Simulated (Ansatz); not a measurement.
# CH₄Zn + H₂S: a complex and its separated parts

The complex below is one end of an elementary step. How strongly is it bound against its free parts?

Computed with Ansatz 0.2.0, Gaussian basis. Level: PBE0-D4/def2-TZVP structures, single points in def2-TZVPP, no counterpoise correction.

Levels: SPW92, PBE-D4, BLYP-D4, r2SCAN-D4, B97M-V, PBE0-D4, B3LYP-D4, r2SCAN0-D4, BHLYP-D4, CAM-B3LYP-D4, wB97X-V, wB97M-V, B2PLYP, PBE-QIDH, RPA on PBE, Hartree-Fock, MP2, CCSD, CCSD(T).

Cores are frozen in the correlated methods. The 3s and 3p shells of Cu and Zn are frozen; filled d shells are correlated. B3LYP uses VWN-RPA correlation. B2PLYP carries no dispersion term here.

94 further runs of the same task are left out: 94 set aside as unsound or not needed.

## 1. Starting geometry

The complex: 9 atoms, charge 0, spin multiplicity 1.

Atoms are counted from 1 here; the program's logs count them from 0.

Bond lengths: Zn1–H2 1.554 Å, Zn1–C3 1.954 Å, C3–H6 1.094 Å, C3–H7 1.094 Å, C3–H8 1.093 Å, H4–S5 1.342 Å, S5–H9 1.342 Å. Angles: H2–Zn1–C3 169.8°, Zn1–C3–H6 110.8°, Zn1–C3–H7 110.9°, Zn1–C3–H8 112.1°, H6–C3–H7 107.5°, H6–C3–H8 107.8°, H7–C3–H8 107.6°, H4–S5–H9 93.0°.

As a file:

```xyz
9
charge 0, multiplicity 1
Zn    0.4943   -0.9400    0.6100
H     0.9229   -1.2234    2.0761
C     0.1561   -0.8570   -1.3130
H    -0.1202    1.9083    2.1385
S    -1.0572    1.4240    1.3092
H    -0.9183   -0.8535   -1.5189
H     0.5773    0.0564   -1.7440
H     0.5945   -1.7055   -1.8440
H    -0.6493    2.1908    0.2860
```

Its parts: CH₄Zn holds atoms 1, 2, 3, 6, 7, 8; H₂S holds atoms 4, 5, 9. Each part counts its atoms afresh in its own runs.

## 2. Relaxing CH₄Zn alone

relax-a/in.yaml

```yaml
crystal:
  periodic: [false, false, false]
  atoms:
    - {symbol: Zn, position_ang: [0.494301, -0.940006, 0.609963]}
    - {symbol: H, position_ang: [0.922919, -1.223429, 2.076135]}
    - {symbol: C, position_ang: [0.156123, -0.857031, -1.312957]}
    - {symbol: H, position_ang: [-0.918328, -0.853511, -1.518892]}
    - {symbol: H, position_ang: [0.577304, 0.056430, -1.744029]}
    - {symbol: H, position_ang: [0.594480, -1.705464, -1.843996]}
basis:
  gaussian: {orbitals: def2-TZVP}
hamiltonian: {xc: pbe0, dispersion: d4}
relax: {f_tol: 0.005, max_steps: 200}
```

Launch:

```
ansatz run in.yaml --threads 4 --pin off --events-out ev --progress --plain --max-ram 9574MiB
```

After this run come: Relaxing H₂S alone; SPW92/def2-TZVPP; PBE-D4/def2-TZVPP; BLYP-D4/def2-TZVPP; r2SCAN-D4/def2-TZVPP; B97M-V/def2-TZVPP; PBE0-D4/def2-TZVPP; B3LYP-D4/def2-TZVPP; r2SCAN0-D4/def2-TZVPP; BHLYP-D4/def2-TZVPP; CAM-B3LYP-D4/def2-TZVPP; wB97X-V/def2-TZVPP; wB97M-V/def2-TZVPP; B2PLYP/def2-TZVPP; PBE-QIDH/def2-TZVPP; RPA on PBE/def2-TZVPP; CCSD(T)/def2-TZVPP; Vibrations of CH₄Zn; Vibrations of H₂S.

What does the calculation give? Wanted: complex less parts, CCSD(T)/def2-TZVPP; with zero-point energy; largest T1 diagnostic.

The runs gave:

| quantity | value |
| --- | --- |
| complex less parts, CCSD(T)/def2-TZVPP | -0.149 eV |
| with zero-point energy | -0.101 eV |
| largest T1 diagnostic | 0.014 |

**Reading.** At CCSD(T) the complex lies 0.149 eV below its parts. Among the functionals BLYP-D4 lands nearest to CCSD(T) (-0.009 eV) and SPW92 farthest (-0.171 eV). Mean unsigned error by rung: LDA 0.171, GGA 0.033, meta-GGA 0.044, hybrid 0.042, range-separated hybrid 0.028, double hybrid 0.029 eV. PBE-D4 gives a relative energy 0.057 eV too low, outside chemical accuracy (1 kcal/mol, 0.043 eV). No counterpoise was applied, and triple zeta lacks some correlation, so the CCSD(T) reference has a basis error of its own, and close matches with it are partly luck.
